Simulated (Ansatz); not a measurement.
CaI, space group P-6m2: an equation of state with a fit, run with the Ansatz DFT code, driven from Python.

Script `eos_cai.py`:
```python
"""Equation of state of CaI."""

from dataclasses import dataclass

import ansatz as az
from ase.eos import EquationOfState
from ase.units import GPa
import numpy as np


@dataclass(frozen=True)
class Options:
    xc: str = "pbe"
    smearing: str = "Fermi-Dirac"
    width_ev: float = 0.05
    tolerance: float = 1e-09
    cutoff: int = 500
    mesh: tuple[int, ...] = (8, 8, 6)


opts = Options()

vectors0 = np.array([
    [4.14682, 0.0, 0.0],
    [-2.07341, 3.591252, 0.0],
    [0.0, 0.0, 4.576229],
])
sites = [
    ("Ca", (0.0, 0.0, 0.5)),
    ("I", (2 / 3, 1 / 3, 0.0)),
]


def crystal_on(cell):
    crystal = az.Crystal(lattice=az.Lattice.of(cell))
    for symbol, position in sites:
        crystal = crystal.atom(symbol, position)
    return crystal

# scale the volume, keep shape and fractions
volumes, energies = [], []
for scale in np.linspace(0.92, 1.08, 7):
    cell = vectors0 * scale ** (1 / 3)
    job = (
        crystal_on(cell).calculation()
        .functional(opts.xc)
        .occupations(opts.smearing, width=opts.width_ev)
        .scf(tolerance=opts.tolerance)
        .basis(opts.cutoff)
        .kpoints(*opts.mesh)
    )
    summary = job.run().report
    volumes.append(abs(np.linalg.det(cell)) / len(sites))
    energies.append(summary["free_energy_ev"] / len(sites))
    print(f"V = {volumes[-1]:8.4f} A^3/atom  F = {energies[-1]:.5f} eV/atom")

eos = EquationOfState(volumes, energies, eos="vinet")
v0, e0, bulk = eos.fit()
print(f"V0 = {v0:.4f} A^3/atom, E0 = {e0:.5f} eV/atom, B = {bulk / GPa:.1f} GPa")
```

From its runs, with one value withheld:

| V (Å³/atom) | F less the lowest row shown (meV/atom) |
| --- | --- |
| 31.349 | 16.34 |
| 32.258 | 6.55 |
| 33.167 | 1.33 |
| 34.075 | 0.00 |
| 34.984 | 2.00 |
| 35.893 | 6.84 |
| 36.801 | ? |

What is the missing energy at 36.801 Å³ an atom?

A third-order Birch-Murnaghan fit, E = E0 + (9 V0 B0 / 16) [(t - 1)³ B' + (t - 1)² (6 - 4t)] with t = (V0/V)^(2/3), through the 6 rows shown gives V0 = 33.960 Å³, B0 = 22.3 GPa, B' = 4.94 and E0 = -0.03 meV. At V = 36.801 Å³, t = 0.94784, and the fit extrapolates to 14.09 meV. The run gave 14.10 meV, a miss of 0.01 meV.

Caveats:
- The cell holds an odd number of electrons and is run without spin, so a magnetic state may lie lower.
- Shape and fractional positions are held along the curve, so the bulk modulus is an upper value where they are free to relax, by a factor of two or more in layered or hydrogen-bonded cells.
- The mesh is modest for a metal, so energies can be off by several to tens of meV an atom and pressures by half a GPa or more; differences at equal mesh fare better.
- The structure comes from a database of computed cells and needn't be a stable or known phase.
- The whole script took 45 s on 1 thread of Arm Neoverse V1 (shared host), peak memory 0.44 GiB.
